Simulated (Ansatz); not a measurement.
# TiAs: the cost of one run

Program: the Python package of Ansatz 0.2.0. Level of theory: DFT PBEsol, plane waves, PAW. These are calculated values, not measurements.

The COD entry's cell or inner coordinates are ideal or old and differ from later refinements, so a difference from it is no clean test against experiment.

## (1) The system

The structure is hexagonal, space group P6_3/mmc (No. 194). The conventional cell has a = 3.650 Å, b = 3.650 Å, c = 12.300 Å, α = 90.00°, β = 90.00°, γ = 120.00°. Ti (site symmetry 3m) has 6 As at 2.61 Å as nearest neighbours. As (site symmetry -3m) is surrounded by 6 Ti at 2.61 Å. As (site symmetry -6m2) is surrounded by 6 Ti at 2.61 Å.

The script holds or builds the structure itself.

## (2) The script

File tias_eos.py:

```python
'''Bulk modulus of TiAs from an E(V) curve.'''

import warnings

import ansatz as az
import numpy as np
from pymatgen.analysis.eos import EOS

VECTORS = np.array([
    [3.65, 0.0, 0.0],
    [-1.825, 3.16099272, 0.0],
    [0.0, 0.0, 12.3],
])
SITES = [
    ('Ti', [1 / 3, 2 / 3, 0.125]),
    ('Ti', [2 / 3, 1 / 3, 0.625]),
    ('Ti', [1 / 3, 2 / 3, 0.375]),
    ('Ti', [2 / 3, 1 / 3, 0.875]),
    ('As', [0.0, 0.0, 0.0]),
    ('As', [0.0, 0.0, 0.5]),
    ('As', [1 / 3, 2 / 3, 0.75]),
    ('As', [2 / 3, 1 / 3, 0.25]),
]


def make_crystal(cell):
    crystal = az.Crystal(lattice=az.Lattice.of(cell))
    for symbol, position in SITES:
        crystal = crystal.atom(symbol, position)
    return crystal


def main() -> None:
    warnings.simplefilter('ignore', az.DeckWarning)

    # scale the volume, keep shape and fractions
    volumes, energies, pressures = [], [], []
    for scale in np.linspace(0.88, 1.12, 7):
        cell = VECTORS * scale ** (1 / 3)
        base = (
            make_crystal(cell).calculation()
            .scf(lower_state_search='light', algorithm='density_mixing')
            .basis(24 * az.Ry, xc_grid=1)
            .accuracy('low')
            .mixing('msr1', preconditioner='local_kerker')
            .occupations('gaussian', width=0.1)
            .functional(az.Functional.PBESOL)
            .kpoints(9, 9, 3)
            .stress()
        )
        summary = base.run(threads=1, pin='off').report
        volumes.append(abs(np.linalg.det(cell)) / len(SITES))
        energies.append(summary['free_energy_ev'] / len(SITES))
        pressures.append(np.trace(summary['stress_gpa']) / 3)
        print(f'V = {volumes[-1]:8.4f} A^3/atom  F = {energies[-1]:.5f} eV/atom  P = {pressures[-1]:8.3f} GPa')

    for form in ['birch_murnaghan', 'vinet']:
        fit = EOS(eos_name=form).fit(volumes, energies)
        print(f'{form:18s} V0 {fit.v0:8.4f} A^3/atom  B0 {fit.b0_GPa:7.1f} GPa  B1 {fit.b1:5.2f}')


if __name__ == '__main__':
    main()
```

## (3) Launch

On the command line:

```
$ python tias_eos.py
```

**Question.** How long does this script take on 1 thread of Arm Neoverse V2, shared host, and how much memory does it need?

About 41 s, with a peak of 0.59 GiB.
